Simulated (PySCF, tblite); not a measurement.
# CH7O2Si3 radical: geometry, infrared bands and EPR parameters

Aim: predict the infrared bands and EPR parameters of CH7O2Si3 radical (`O=[C][Si@H]([SiH3])O[SiH3]`).

Computed with tblite 0.8.0 and PySCF 2.14.0, with density-fitted response routines of our own, on a single molecule in the gas phase. Atoms are numbered from 0 throughout.

**1. Starting geometry**

13 atoms, charge 0, multiplicity 2; geometry from: force field or distance geometry start.

Bonds of the start (Å): O0–C1 1.19, C1–Si2 1.86, Si2–Si3 2.32, Si2–O4 1.68, O4–Si5 1.65, Si2–H6 1.49, Si3–H7 1.50, Si3–H8 1.47, Si3–H9 1.49, Si5–H10 1.48, Si5–H11 1.48, Si5–H12 1.48.

**2. Optimising the geometry with GFN2-xTB**

Job settings and geometry (Å):

```
{"job": {"kind": "relax", "xc": "GFN2-xTB", "basis": "xTB"}, "charge": 0, "multiplicity": 2}
O      1.017500    -3.137200     0.255900
C      0.813400    -2.110700    -0.310800
Si     0.514700    -0.487800    -1.172300
Si     1.825500     1.084400    -0.080600
O     -1.091300    -0.011400    -1.175900
Si    -2.334800     0.184200    -0.103900
H      0.956000    -0.559900    -2.597200
H      1.418100     1.197200     1.357100
H      1.681800     2.414500    -0.701100
H      3.259300     0.693900    -0.122300
H     -1.890300     1.127200     0.949600
H     -2.655500    -1.127100     0.512100
H     -3.518800     0.733200    -0.793200
```

On the command line:

```
$ OMP_NUM_THREADS=1 python probes_run.py task.json out
```

One launch serves the whole session: the jobs run in the order shown.

**Question.** This job is followed by: GFN2-xTB harmonic vibrations, gas phase; UKS B3LYP, pcH-1 on C H O Si, non-relativistic, mean-field spin-orbit, GIAO. Predict these results of the whole session: strongest single infrared mode (GFN2-xTB); zero-point energy (GFN2-xTB); g(iso) (B3LYP); ⟨S²⟩; largest a(iso) (averaged by class); surface potential, 1st and 99th percentile.

**Answer**, as computed:

| quantity | value |
| --- | --- |
| strongest single infrared mode (GFN2-xTB) | 1907 cm⁻¹, 728 km/mol |
| zero-point energy (GFN2-xTB) | 41.8 kcal/mol |
| g(iso) (B3LYP) | 1.99958 |
| ⟨S²⟩ | 0.753 (exact 0.75) |
| largest a(iso) (averaged by class) | 13C on C1, 210.9 MHz |
| surface potential, 1st and 99th percentile | -0.93 V and 1.58 V |

What this shows: The optimisation took 101 steps and gained 0.453 eV; among the close pairs (by a distance rule), Si2–O4 changed most, from 1.675 to 1.625 Å. The lowest mode is imaginary (24i cm⁻¹), so the xTB geometry is not a minimum. The strongest single mode, at 1907 cm⁻¹, moves mainly C1 and O0. Unscaled tight-binding wavenumbers are off by several per cent, some by more. Its intensities can rank the bands wrongly. The largest share of the spin, 0.51 e, sits on C1. The isotropic g lies 2.7 ppt below the free-electron value.
